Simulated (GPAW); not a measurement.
## Mg3GaO4 in GPAW: the effect of strain hydrostatic

Crystal: Mg3GaO4.

```xyz
8
Lattice="4.1890 0.0000 0.0000 0.0000 4.1890 0.0000 0.0000 0.0000 4.1890" Properties=species:S:1:pos:R:3 pbc="T T T"
Ga    0.0000    0.0000    0.0000
Mg    2.0945    2.0945    0.0000
Mg    2.0945    0.0000    2.0945
Mg    0.0000    2.0945    2.0945
O     0.0000    2.0945    0.0000
O     0.0000    0.0000    2.0945
O     2.0945    2.0945    2.0945
O     2.0945    0.0000    0.0000
```

The cell comes from a database or a generator and needn't be the stable form of this composition.

Alike in all runs:

* Program: GPAW 26.7.0
* Task: band structure
* Functional: PBEsol
* Potentials or basis: PAW data sets generated in the run's folder for this functional
* Cutoff: 800 eV
* Basis: pw
* k mesh: 6 × 6 × 6
* Occupations: fermi-dirac, width 0.05 eV
* Spin: no spin polarisation
* Maxiter: 150
* Band path: GXMGRX,MR
* Band points: 60

```csv
strain hydrostatic,pressure (GPa)
-0.04,18.3
-0.02,?
-0.01,0.3
0,-4.2
0.01,-8.1
0.02,-11.5
0.04,-16.9
```

Task: What does the run with strain hydrostatic -0.02 give?

Result: Pressure 5.5 GPa.

Worked out: A parabola through the other rows of the pressure, of slope -560 GPa per unit of strain hydrostatic there, gives 5.8 GPa, against the run's 5.5.

Caveats: the density grid can change from cell to cell, which puts small steps into energies and stress; an odd number of electrons without spin polarisation forces a metal; a magnetic or distorted state may lie lower.
